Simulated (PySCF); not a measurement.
Runs of PySCF 2.14.0 on O2Ti. The cell holds a molecule in a box, 3 atoms: a = 11.000 Å, b = 11.000 Å, c = 11.000 Å, α = 90.00°, β = 90.00°, γ = 90.00°. 

```csv
task,level,frozen core bands,conv_tol,exxdiv,three-body dispersion term,grid for exchange and correlation,gap on the mesh (eV)
CCSD(T) correlation energy,HF,7,1e-08 Ha,ewald,-,-,10.05
atomic charges,r2SCAN0+D3(BJ),-,1e-07 Ha,ewald,no,"Becke, atom-centred",4.78
atomic charges,WC,-,1e-07 Ha,-,-,"Becke, atom-centred",2.14
atomic charges,B3PW91,-,1e-07 Ha,ewald,-,"Becke, atom-centred",(a)
```

Alike in all rows: potentials or basis 6-31g* (all-electron); no spin polarisation; cell as given; k mesh 1 × 1 × 1; smearing fixed.

Q: Fill in the values left out.

A: (a) 4.03.

Caveats: this is a molecule in a periodic box at the Γ point, so its band gap is the HOMO-LUMO gap; the basis of atomic orbitals isn't converged, which shifts pressures, moduli and gaps; the basis is small and the box finite, so much correlation energy is missing and levels can be off by tenths of an eV (some runs).

A k mesh can miss the band edges.

Not every run made on this cell is shown here.
